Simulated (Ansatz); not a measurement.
# C2H7NSi: a nudged elastic band in two tries

Aim: a band of images between two relaxed ends for this system. SMILES of the start: CN(C)[SiH].

All numbers below are computed with Ansatz 0.2.0 (UKS B3LYP/def2-SVP).

### 1 The starting structure

Bond lengths: C1–N2 1.459 Å, N2–C3 1.457 Å, N2–Si4 1.739 Å, C1–H5 1.100 Å, C1–H6 1.106 Å, C1–H7 1.106 Å, C3–H8 1.107 Å, C3–H9 1.097 Å, C3–H10 1.107 Å, Si4–H11 1.538 Å. Angles (14 of 16 angles, heavy atoms first): C1–N2–C3 112.2°, C1–N2–Si4 119.8°, C3–N2–Si4 127.9°, N2–C1–H5 110.4°, N2–C1–H6 111.2°, N2–C1–H7 111.2°, N2–C3–H8 111.0°, N2–C3–H9 110.4°, N2–C3–H10 111.0°, N2–Si4–H11 94.9°, H5–C1–H6 108.3°, H5–C1–H7 108.3°, H6–C1–H7 107.3°, H8–C3–H9 108.6°.

Structure file:

```xyz
11

C    -0.4189    1.2798   -0.3398
N    -0.1184   -0.1483   -0.3420
C     0.5274   -0.5777    0.8916
Si   -0.5363   -1.1182   -1.7240
H    -0.9084    1.5703   -1.2809
H     0.5022    1.8821   -0.2278
H    -1.0907    1.5462    0.4977
H     1.4756   -0.0310    1.0548
H     0.7443   -1.6526    0.8561
H    -0.1179   -0.3769    1.7680
H     0.0064   -2.4309   -1.1330
```

### 2 First try

input.yaml

```yaml
crystal:
  periodic: [false, false, false]
  atoms:
    - { symbol: C, position_ang: [-0.418864, 1.279785, -0.339799] }
    - { symbol: "N", position_ang: [-0.118395, -0.148312, -0.342041] }
    - { symbol: C, position_ang: [0.527361, -0.57774, 0.89164] }
    - { symbol: Si, position_ang: [-0.536277, -1.118227, -1.72399] }
    - { symbol: H, position_ang: [-0.908415, 1.570319, -1.280899] }
    - { symbol: H, position_ang: [0.502215, 1.882109, -0.227777] }
    - { symbol: H, position_ang: [-1.090685, 1.546233, 0.497717] }
    - { symbol: H, position_ang: [1.475612, -0.030994, 1.054784] }
    - { symbol: H, position_ang: [0.744292, -1.652555, 0.856093] }
    - { symbol: H, position_ang: [-0.117922, -0.376855, 1.76801] }
    - { symbol: H, position_ang: [0.006378, -2.430862, -1.133039] }
magnetization:
  spin_polarized: true
basis:
  gaussian: { orbitals: def2-SVP }
hamiltonian:
  xc: b3lyp
neb:
  order_check: false
  images: 5
  f_tol: 0.03
  max_iterations: 8
  final_atoms:
    - { symbol: C, position_ang: [-0.31093056, 1.33622298, -0.34671731] }
    - { symbol: "N", position_ang: [0.20639769, -0.03032889, -0.33757561] }
    - { symbol: C, position_ang: [0.21308544, -0.7952292, 0.94305512] }
    - { symbol: Si, position_ang: [-0.93822052, -1.68842937, -0.34442264] }
    - { symbol: H, position_ang: [-0.39326864, 1.69623727, -1.38327678] }
    - { symbol: H, position_ang: [0.33577376, 2.02115997, 0.23019849] }
    - { symbol: H, position_ang: [-1.31773091, 1.34304428, 0.0956911] }
    - { symbol: H, position_ang: [1.21427721, -1.13814099, 1.2294921] }
    - { symbol: H, position_ang: [1.083429, -0.11450829, -0.84682969] }
    - { symbol: H, position_ang: [-0.25741029, -0.21708026, 1.74854186] }
    - { symbol: H, position_ang: [0.22989782, -2.47004651, -0.96745764] }
  initial_path: idpp
  relax_end_points: true
```

Started as:

```console
ansatz run input.yaml --threads 2 --pin off --max-ram 3072MiB --backend cpu --events-out ev --progress --plain --runs-dir out
```

**Question.** What will these runs give? Wanted: first try.

The runs gave:

```
 quantity                                                                 value
first try                                                               refused
    cause  relaxing the ends inside the band is not offered in a Gaussian basis
```

**Reading.** The fault in the first input was caught at the input check and cost nothing.
